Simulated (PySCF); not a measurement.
**[Er(H2O)]3+: other functionals and bases at one geometry**

An exercise on one series of results from a longer session: the logs are not shown, and one member is left open.

The runs use PySCF 2.14.0; several levels, as the steps say, no spin–orbit coupling.

3 further runs of the same task are left out: 2 for a known fault of the program, 1 that didn't finish.

## Where the work starts

4 atoms, charge 3, spin multiplicity 1.

Bond lengths: Er1–O2 2.150 Å, O2–H3 1.017 Å, O2–H4 1.017 Å. Angles: Er1–O2–H3 129.0°, Er1–O2–H4 129.0°, H3–O2–H4 102.1°.

Coordinates:

| atom | x (Å) | y (Å) | z (Å) |
| --- | --- | --- | --- |
| Er1 | 0.0000 | 0.0000 | -0.0641 |
| O2 | 0.0000 | 0.0000 | 2.0860 |
| H3 | 0.7908 | 0.0000 | 2.7255 |
| H4 | -0.7908 | 0.0000 | 2.7255 |

Formal oxidation states: Er +3. Each metal's 11 4f electrons lie in its core potential, so multiplicities, spins and levels count the valence alone. An earlier session relaxed this geometry at PBE, Er lcecp-1-SVP with ECP57, O def2-SVP, H def2-SVP (singlet, point group C2v).

At PBE on the finer grid: E = -113.166896 Eh, HOMO -26.74 eV, LUMO -21.86 eV, Mulliken charge on Er1 +2.48 e, largest force component 0.001 eV/Å. 

Levels to run: revPBE; BP86; wB97X; r2SCAN; PBE, TZVP. Hardware: 2 threads of Arm Neoverse V1, shared host.

The first run:

The input, run.py (the lines that set the calculation):

```python
mol = gto.M(atom='''
Er     0.00000     0.00000    -0.06407
O      0.00000     0.00000     2.08599
H      0.79084     0.00000     2.72546
H     -0.79084     0.00000     2.72546''',
    basis={'Er': 'lcecp-1-SVP', 'O': 'def2-SVP', 'H': 'def2-SVP'},
    ecp={'Er': 'lcecp-1-SVP'},
    charge=3, spin=0)
mf = dft.RKS(mol, xc='PBE_R,PBE')
mf.grids.atom_grid = (75, 302)  # f atoms: unpruned, at least (60, 302)
mf = mf.density_fit()  # fitting sets: Er AutoAux, O def2-universal-JKFIT, H def2-universal-JKFIT
mf.conv_tol = 1e-08; mf.max_cycle = 55
mf.kernel(dm0)  # dm0: the density of the relaxed state
```

On the command line:

```
OMP_NUM_THREADS=2 python run.py
```

Among the steps run: revPBE; BP86; wB97X; r2SCAN; PBE, TZVP.

One table of the session follows, with a row left open; its other results are not shown here.

```
             level  HOMO (eV)  gap (eV)  charge on Er1 (e)  dipole (D)  largest force component (eV/Å)
PBE (relaxed here)     -26.74      4.88               2.48        3.83                            0.00
            revPBE     -26.68      4.85               2.48        3.78                            0.21
              BP86     -26.83      5.07               2.48        3.79                            0.04
             wB97X     -30.77     12.74               2.56        3.19                            0.72
            r2SCAN     -26.96      5.92               2.54        3.50                            0.44
         PBE, TZVP          ?         ?                  ?           ?                               ?
```

**Question.** Estimate the row for PBE, TZVP.

The run gave: HOMO (eV): -26.73; gap (eV): 4.84; charge on Er1 (e): 2.58; dipole (D): 3.85; largest force component (eV/Å): 0.26. In the column «HOMO (eV)» it lies between PBE (relaxed here) (-26.74) and revPBE (-26.68).

The dipole of a charged species depends on the origin, so these sizes hold for this origin alone.

In one basis the HOMO–LUMO gap runs from 4.85 eV (revPBE) to 12.74 eV (wB97X). The largest leftover force, 0.72 eV/Å with wB97X, stands at a geometry relaxed at another level. With 4f in the core, its levels are missing from HOMO and gap, and its count is fixed, so no charge can pass from the ligands into it. Total energies of different levels can't be compared.
